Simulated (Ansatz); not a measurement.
# TaCuN2: stress in a strained cell

TaCuN2 is deformed so: equal xx and yy strain of -2 %. What stress and forces result, by LAPW, PAW and all-electron datasets made for the crystal?

Method: DFT PBEsol, scalar-relativistic, in Ansatz 0.2.0.

## 1. The structure to begin with

It takes space group R-3m (No. 166, trigonal). Conventional cell: a = 3.136 Å, b = 3.136 Å, c = 17.438 Å, α = 90.00°, β = 90.00°, γ = 120.00°. Ta (site symmetry -3m) is surrounded by 6 N at 1.99 Å. Around Cu (site symmetry -3m) lie 2 N at 2.08 Å. N (site symmetry 3m) is surrounded by 3 Ta at 1.99 Å and 1 Cu at 2.08 Å.

Structure file:

```
Ta Cu N
1.0
     1.56800    0.90529    5.81267
    -1.56800    0.90529    5.81267
     0.00000   -1.81057    5.81267
Ta Cu N
1 1 2
Direct
  0.50000 0.50000 0.50000
  0.00000 0.00000 0.00000
  0.11900 0.11900 0.11900
  0.88100 0.88100 0.88100
```

Atoms are numbered in the order of the input: Ta1, Cu2, N3, N4.

## 2. The deformed structure

Space group R-3m before, R-3m after.

## 3. All-electron LAPW

Contents of input.yaml:

```yaml
crystal:
  lattice:
    - [1.5366409195, 0.8871800485, 5.81267]
    - [-1.5366409195, 0.8871800485, 5.81267]
    - [0.0, -1.774360097, 5.81267]
  atoms:
    - { symbol: Ta, position: [0.5, 0.5, 0.5] }
    - { symbol: Cu, position: [0.0, 0.0, 0.0] }
    - { symbol: "N", position: [0.119, 0.119, 0.119] }
    - { symbol: "N", position: [0.881, 0.881, 0.881] }
kpoints:
  mp_grid: { grid: [12, 12, 12] }
  band_path:
    path:
      - [0.0, 0.0, 0.0]
      - [0.5, 0.5, 0.5]
      - [0.8178029942, 0.1821970058, 0.5]
      - [0.5, -0.1821970058, 0.1821970058]
      - [0.5, 0.0, 0.0]
      - [0.0, 0.0, 0.0]
      - [0.3410985029, -0.3410985029, 0.0]
      - [0.6589014971, 0.0, 0.3410985029]
      - [0.5, 0.0, 0.5]
    npoints: 5
scf:
  occupations: { method: fermi_dirac, width: 0.05 }
hamiltonian:
  xc: pbesol
  pseudopotentials: { kind: all_electron, lapw: { basis_error: 0.001 } }
output:
  forces: true
  stress: true
  eigenvalues: true
```

Launch:

```
$ ansatz run input.yaml --threads 1 --pin off --max-ram 4096MiB --backend cpu --events-out ev --progress --plain --runs-dir out
```

## 4. PAW on the default files

Contents of input.yaml:

```yaml
crystal:
  lattice:
    - [1.5366409195, 0.8871800485, 5.81267]
    - [-1.5366409195, 0.8871800485, 5.81267]
    - [0.0, -1.774360097, 5.81267]
  atoms:
    - { symbol: Ta, position: [0.5, 0.5, 0.5] }
    - { symbol: Cu, position: [0.0, 0.0, 0.0] }
    - { symbol: "N", position: [0.119, 0.119, 0.119] }
    - { symbol: "N", position: [0.881, 0.881, 0.881] }
kpoints:
  mp_grid: { grid: [12, 12, 12] }
scf:
  occupations: { method: fermi_dirac, width: 0.05 }
hamiltonian:
  xc: pbesol
  pseudopotentials: { kind: paw }
output:
  forces: true
  stress: true
  eigenvalues: true
  efg: { contact_densities: true }
```

## 5. Datasets made for this crystal

Edit input.yaml of step 4 so:

```diff
@@ -16,3 +16,3 @@
   xc: pbesol
-  pseudopotentials: { kind: paw }
+  pseudopotentials: { kind: all_electron, datasets: crystal }
 output:
```

(Steps that only read results are left out.)

Q: Predict the outcome of this session. Wanted: pressure; largest shear or deviatoric stress.

**Answer**, as computed:

| quantity | value |
| --- | --- |
| pressure | LAPW 30.82, PAW 31.25, crystal datasets 30.82 GPa |
| largest shear or deviatoric stress (LAPW) | 21.07 GPa |

**Reading.** The largest part of the stress beyond the pressure is 21.07 GPa in size, in the zz component; the atoms are carried along and not relaxed. No run of the undeformed cell stands beside it, so pressure and stress hold what the given cell had before the change, as far as its symmetry allows. PAW: stress within 0.53 GPa of LAPW, forces within 39 meV/Å. Crystal datasets: stress within 0.01 GPa of LAPW, forces within 1 meV/Å. Spin-orbit coupling is left out, though the cell holds Ta; in elements this heavy it can shift bands and gaps by tenths of an eV.
